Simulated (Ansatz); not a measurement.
A nudged elastic band was laid between two geometries of a periodic cell of 13 atoms, LiMg12 (host Mg, host structure hcp, interstitial Li).

Method: Ansatz 0.2.0, DFT PBE, scalar-relativistic, plane waves, PAW. Settings: cutoff 420 eV, k mesh 4x3x4, fermi-dirac smearing 0.05 eV, no spin polarisation.

* movable images: 7
* climbing image: yes
* spring: 2.0 to 10.0 eV/Å², energy-weighted
* optimiser: quadratic models (default)
* start path: IDPP
* force threshold: 0.03 eV/Å
* iteration limit: 69
* end points: relaxed

Image 0:

```xyz
13
Lattice="6.4200 0.0000 0.0000 -4.8150 8.3398 0.0000 0.0000 0.0000 5.2130" Properties=species:S:1:pos:R:3
Mg 0.395 0.316 -0.099
Mg 0.016 2.053 2.531
Mg -1.671 2.531 -0.026
Mg -1.532 4.783 3.089
Mg -3.210 5.577 0.158
Mg -3.197 7.450 2.500
Mg 3.378 -0.208 -0.381
Mg 3.165 1.839 2.500
Mg 1.723 2.889 -0.089
Mg 1.831 4.566 2.624
Mg -0.254 5.016 0.611
Mg 0.081 7.706 2.024
Li 0.873 6.507 4.166
```

Image 8:

```xyz
13
Lattice="6.4200 0.0000 0.0000 -4.8150 8.3398 0.0000 0.0000 0.0000 5.2130" Properties=species:S:1:pos:R:3
Mg 0.397 0.313 0.094
Mg 0.019 2.043 2.676
Mg -1.669 2.527 0.019
Mg -1.532 4.773 2.127
Mg -3.211 5.577 -0.158
Mg -3.196 7.446 2.709
Mg 3.377 -0.209 0.379
Mg 3.168 1.835 2.707
Mg 1.727 2.884 0.084
Mg 1.829 4.561 2.585
Mg -0.251 5.012 -0.608
Mg 0.081 7.701 3.191
Li 0.873 6.506 6.259
```

Task: Which bonds break or form, and what moves?

Result: The atom that moves furthest is Li13, by 2.09 Å; four of its nearest neighbours are Mg11 2.50, Mg12 2.58, Mg1 2.60, Mg10 2.66 Å at the first end and Mg11 2.50, Mg12 2.58, Mg1 2.61, Mg10 2.66 Å at the last.

Task: What energy profile does the band end with?

Result: The forces met the threshold. The highest image is number 4 of 0 to 8, 0.224 eV above the ends, which have the same energy within 2 meV. By the program's own check the climbing image is a first-order saddle point (lowest curvatures found: -0.63 and 0.07 eV/Å²). Limits of this set-up: coarse k mesh, a small cell, in which the defect meets its images, a typed lattice constant that wasn't relaxed here.

| image | path coordinate (Å) | energy (eV) |
| --- | --- | --- |
| 0 | 0.00 | 0.000 |
| 1 | 1.12 | 0.017 |
| 2 | 1.58 | 0.124 |
| 3 | 1.90 | 0.198 |
| 4 | 2.19 | 0.224 |
| 5 | 2.48 | 0.198 |
| 6 | 2.81 | 0.124 |
| 7 | 3.26 | 0.018 |
| 8 | 4.38 | 0.000 |

Task: What is the geometry of the highest image?

Result: 
```xyz
13
Lattice="6.4200 0.0000 0.0000 -4.8150 8.3398 0.0000 0.0000 0.0000 5.2130" Properties=species:S:1:pos:R:3:forces:R:3
Mg 0.680 0.607 -0.003 0.00 0.00 0.00
Mg -0.013 2.054 2.604 0.00 0.00 0.00
Mg -1.670 2.385 -0.002 0.00 0.01 0.00
Mg -1.841 4.491 2.606 0.00 0.00 0.00
Mg -3.055 5.585 -0.001 0.00 0.00 0.00
Mg -3.253 7.397 2.605 0.00 0.00 0.00
Mg 3.444 -0.259 -0.001 -0.01 0.00 0.00
Mg 3.059 1.734 2.605 0.00 0.00 0.00
Mg 1.923 3.075 -0.001 0.00 0.00 0.00
Mg 1.500 4.788 2.606 0.00 0.00 0.00
Mg -0.316 4.852 0.001 0.00 0.00 0.00
Mg 0.021 7.480 2.605 0.00 0.00 0.00
Li 1.123 6.806 5.212 0.01 -0.01 0.00
```

The run took 7.7 min on 4 threads of INTEL(R) XEON(R) PLATINUM 8581C CPU @ 2.10GHz (Emerald Rapids) (shared host), peak memory 3.5 GiB.
